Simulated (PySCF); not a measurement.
**CoO₂⁻: singlet, from a end-on start**

The task is one start of a wider search on CoO₂⁻: the singlet, from a end-on start. It is relaxed, tested by its Hessian and followed downhill if it is a saddle.

Program: PySCF 2.14.0. Level of theory: PBE0, basis Co def2-SVPD, O def2-SVPD, no relativity, density fitting. These are calculated values, not measurements.

## (1) Starting geometry

3 atoms, charge -1, spin multiplicity 1.

Bond lengths: Co1–O2 1.792 Å, O2–O3 1.445 Å. Angles: Co1–O2–O3 119.9°.

```xyz
3
charge -1 multiplicity 1
Co    0.0000    0.0000    0.0000
O     0.0000    0.0000    1.7922
O     1.2528    0.0000    2.5122
```

## (2) Finding the electronic state

The steps below are one call of a driver around PySCF. For each, scf.py gives the equivalent set-up of the SCF; relaxations use the driver's own optimiser. After this first run the driver tries any further starts and a stability analysis.

The input, scf.py:

```python
from pyscf import gto, scf, dft
mol = gto.M(atom='''
Co     0.000000     0.000000     0.000000
O      0.000000     0.000000     1.792200
O      1.252800     0.000000     2.512200''',
    basis={'Co': 'def2-SVPD', 'O': 'def2-SVPD'},
    charge=-1, spin=0)
mf = dft.RKS(mol, xc='PBE0')
mf.grids.atom_grid = (50, 194)
aux = {'Co': 'def2-universal-JKFIT', 'O': 'def2-universal-JKFIT'}
mf = mf.density_fit(auxbasis=aux)
mf.conv_tol = 1e-08
mf.diis_space = 10
mf.max_cycle = 60
mf.init_guess = 'minao'
mf.verbose = 4
mf.kernel()
```

Started as:

```
OMP_NUM_THREADS=2 python axn.py task.json out
```

Further steps of the session: End-on start, singlet: relaxation; Vibrations and properties at this point; The broken-symmetry singlet; Vibrations and properties at this point.

Q: Predict the outcome of this session. Wanted: minimum; geometry; wavenumbers; dipole moment; highest occupied, lowest empty level; polar-tensor charge of Co1; zero-point energy; ⟨S²⟩.

The runs gave:

| quantity | value |
| --- | --- |
| minimum | broken-symmetry (Ms = 0), Cs |
| geometry | Co–O 1.837 Å, O–O 1.314 Å; Co–O–O 112.0° |
| wavenumbers (cm⁻¹) | 164, 471, 1181 |
| dipole moment (centre of mass) | 0.46 D |
| highest occupied, lowest empty level (either spin) | 0.40, 2.83 eV |
| polar-tensor charge of Co1 | -0.74 e |
| zero-point energy | 10.9 kJ/mol |
| entropy at 298.15 K | 274.9 J/(mol K) |
| ⟨S²⟩ | 1.785 |

The molecule stays Cs, as typed, and the end point is a minimum. The determinant is spin-contaminated (⟨S²⟩ = 1.78 against 0.00), so it is no pure spin state. In the infrared the band at 1181 cm⁻¹ leads. Other starts or spin states, not run here, may lie lower. The SCF density has lower symmetry than the nuclear frame. A highest occupied level above zero is common for anions with such functionals; it warns that the extra electron is poorly described.
